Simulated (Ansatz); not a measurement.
**AlNi3 (Pm-3m): equation of state**

The task here is to estimate one member of a computed series from the others.

Program: Ansatz 0.2.0. Level of theory: DFT LDA, scalar-relativistic, plane waves, PAW. These are calculated values, not measurements.

## The structure to begin with

Symmetry: Pm-3m, No. 221, cubic system. The conventional cell has a = 3.481 Å, b = 3.481 Å, c = 3.481 Å, α = 90.00°, β = 90.00°, γ = 90.00°. Al (site symmetry m-3m) has 12 Ni at 2.46 Å as nearest neighbours. Ni (site symmetry 4/mmm) is surrounded by 4 Al at 2.46 Å and 8 Ni at 2.46 Å.

Structure file:

```
CELL_PARAMETERS angstrom
3.48059 0.00000 0.00000
0.00000 3.48059 0.00000
0.00000 0.00000 3.48059
ATOMIC_POSITIONS crystal
Al 0.00000 0.00000 0.00000
Ni 0.00000 0.50000 0.50000
Ni 0.50000 0.00000 0.50000
Ni 0.50000 0.50000 0.00000
```

An earlier run at LDA left this cell at 10.541 Å³/atom and 0.00 GPa (12×12×12 mesh).

Volume factors to run: 0.980, 1.020, 0.960, 1.040.

Set-up of the first run:

input.yaml

```yaml
crystal:
  lattice:
    - [3.4572315332, 0.0, 0.0]
    - [0.0, 3.4572315332, 0.0]
    - [0.0, 0.0, 3.4572315332]
  atoms:
    - { symbol: Al, position: [0.0, 0.0, 0.0] }
    - { symbol: Ni, position: [0.0, 0.5, 0.5], spin: 0.24 }
    - { symbol: Ni, position: [0.5, 0.0, 0.5], spin: 0.24 }
    - { symbol: Ni, position: [0.5, 0.5, 0.0], spin: 0.24 }
basis:
  ecutwfc: 420
  ecutrho_ratio: 4
kpoints:
  mp_grid: { grid: [12, 12, 12] }
hamiltonian:
  xc: lda
scf:
  occupations: { method: gaussian, width: 0.05 }
output:
  forces: true
  stress: true
  eigenvalues: true
  populations: true
magnetization:
  spin_polarized: true
```

Run with:

```
$ ansatz run input.yaml --threads 2 --pin off --max-ram 5120MiB --backend cpu --events-out ev --progress --plain --runs-dir out
```

Among the steps run: Scaling the volume by 0.980; Scaling the volume by 1.020; Scaling the volume by 0.960; Scaling the volume by 1.040.

One of the session's tables, all rows but one given; the rest of the session is left out.

It belongs to the step «Energy and pressure against volume». 

| volume (Å³/atom) | energy (meV/atom) | pressure (GPa) | moment of atom 2 (μB) |
| --- | --- | --- | --- |
| 10.120 | 12.65 | 9.91 | 0.20 |
| 10.331 | ? | ? | ? |
| 10.541 | 0.00 | 0.00 | 0.22 |
| 10.752 | 2.81 | -4.20 | 0.23 |
| 10.963 | 10.84 | -7.96 | 0.24 |

Q: Estimate the row for volume (Å³/atom) = 10.331 from the others.

Worked estimate for «energy (meV/atom)». A straight line through the neighbours (10.120, 12.65) and (10.541, 0.00) gives 12.65 + (0.00 − 12.65) × (10.331 − 10.120) / (10.541 − 10.120) = 6.31; a parabola fitted to 3 rows on both sides gives 3.27.

As computed: energy (meV/atom): 3.05; pressure (GPa): 4.68; moment of atom 2 (μB): 0.21. In «energy (meV/atom)» the line misses by +3.26 and the parabola by +0.22.
